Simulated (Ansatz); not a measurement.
**C₂H₄FI: basis-set convergence**

The task here is to estimate one member of a computed series from the others.

Computed with Ansatz 0.2.0, Gaussian basis. Level: one geometry, several basis sets.

Levels to be run: PBE0-D4/def2-SVP; ωB97M-V/def2-SVP; PBE0-D4/def2-QZVPP; ωB97M-V/def2-QZVPP; the functionals' def2-TZVPP values are taken from earlier runs.

### The geometry

An earlier PBE0-D4 in a triple-zeta def2 set relaxation fixed the geometry. I takes the def2 core potential; no spin-orbit term is included.

SMILES `FCCI`, 8 atoms, charge 0, spin multiplicity 1.

Atoms are counted from 1 here; the program's logs count them from 0.

Bond lengths: F1–C2 1.384 Å, C2–C3 1.505 Å, C2–H5 1.093 Å, C2–H6 1.093 Å, C3–I4 2.134 Å, C3–H7 1.088 Å, C3–H8 1.088 Å. Angles: F1–C2–C3 108.4°, F1–C2–H5 108.2°, F1–C2–H6 108.2°, C3–C2–H5 111.4°, C3–C2–H6 111.4°, H5–C2–H6 109.3°, C2–C3–I4 109.3°, C2–C3–H7 111.9°, C2–C3–H8 111.9°, I4–C3–H7 106.6°, I4–C3–H8 106.6°, H7–C3–H8 110.2°.

Set-up of the first run:

Input file in.yaml:

```yaml
crystal:
  periodic: [false, false, false]
  atoms:
    - {symbol: F, position_ang: [-0.750026, 1.210552, -1.196767]}
    - {symbol: C, position_ang: [0.011255, 0.128615, -0.788770]}
    - {symbol: C, position_ang: [-0.094682, 0.010111, 0.707900]}
    - {symbol: I, position_ang: [1.069987, -1.651637, 1.369634]}
    - {symbol: H, position_ang: [-0.372416, -0.765200, -1.286856]}
    - {symbol: H, position_ang: [1.043854, 0.300964, -1.102192]}
    - {symbol: H, position_ang: [0.300797, 0.888276, 1.213036]}
    - {symbol: H, position_ang: [-1.116669, -0.178782, 1.028215]}
basis:
  gaussian: {orbitals: def2-SVP}
hamiltonian: {xc: pbe0, dispersion: d4}
output: {orbitals: {seedname: orbitals}}
```

Among the steps run: PBE0-D4 in def2-SVP; ωB97M-V in def2-SVP; PBE0-D4 in def2-QZVPP; ωB97M-V in def2-QZVPP.

One table of the session follows, with a row left open; its other results are not shown here.

It belongs to the step «Functionals by basis». 

```
functional       basis  HOMO (eV)
   PBE0-D4    def2-SVP      -7.51
   PBE0-D4  def2-TZVPP      -7.59
   PBE0-D4  def2-QZVPP      -7.60
   ωB97M-V    def2-SVP          ?
   ωB97M-V  def2-TZVPP      -9.77
   ωB97M-V  def2-QZVPP      -9.78
```

Estimate the missing values for ωB97M-V, def2-SVP.

As computed: HOMO (eV): -9.66. In the column «HOMO (eV)» it lies between ωB97M-V, def2-TZVPP (-9.77) and PBE0-D4, def2-QZVPP (-7.60).
